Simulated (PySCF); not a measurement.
# F4Pr (Pr(F)4-): the cost of one run

Program: PySCF 2.14.0. Level of theory: several levels, as the steps say, no spin–orbit coupling. These are calculated values, not measurements.

1 further run of the same task is left out (for a known fault of the program).

### 1 Starting geometry

5 atoms, charge -1, spin multiplicity 1.

Bond lengths: Pr1–F2 2.161 Å, Pr1–F3 2.161 Å, Pr1–F4 2.161 Å, Pr1–F5 2.161 Å. Angles: F2–Pr1–F3 109.5°, F2–Pr1–F4 109.5°, F2–Pr1–F5 109.5°, F3–Pr1–F4 109.5°, F3–Pr1–F5 109.5°, F4–Pr1–F5 109.5°.

Coordinates:

```xyz
5

Pr    0.00000    0.00000    0.00000
F     1.24746    1.24746    1.24746
F    -1.24746   -1.24746    1.24746
F     1.24746   -1.24746   -1.24746
F    -1.24746    1.24746   -1.24746
```

Formal oxidation states: Pr +3. Each metal's 2 4f electrons lie in its core potential, so multiplicities, spins and levels count the valence alone. An earlier session relaxed this geometry at PBE0, Pr lcecp-1-SVP with ECP48, F def2-SVP (singlet, point group Td).

At PBE0 on the finer grid: E = -431.944970 Eh, HOMO -4.67 eV, LUMO 3.60 eV, Mulliken charge on Pr1 +1.10 e, largest force component 0.001 eV/Å. 

Levels to run: B3LYP; revPBE; PBE0, TZVP. Hardware: 2 threads of Arm Neoverse V2, shared host.

### 2 B3LYP

The input, run.py (the lines that set the calculation):

```python
mol = gto.M(atom='''
Pr     0.00000     0.00000     0.00000
F      1.24746     1.24746     1.24746
F     -1.24746    -1.24746     1.24746
F      1.24746    -1.24746    -1.24746
F     -1.24746     1.24746    -1.24746''',
    basis={'Pr': 'lcecp-1-SVP', 'F': 'def2-SVP'},
    ecp={'Pr': 'lcecp-1-SVP'},
    charge=-1, spin=0)
mf = dft.RKS(mol, xc='B3LYP')
mf.grids.atom_grid = (75, 302)  # f atoms: unpruned, at least (60, 302)
mf = mf.density_fit()  # fitting sets: Pr AutoAux, F def2-universal-JKFIT
mf.conv_tol = 1e-08; mf.max_cycle = 55
mf.kernel(dm0)  # dm0: the density of the relaxed state
```

Launch:

```console
$ OMP_NUM_THREADS=2 python run.py
```

**Question.** How long does this run take on 2 threads of Arm Neoverse V2, shared host?

About 3.2 s.
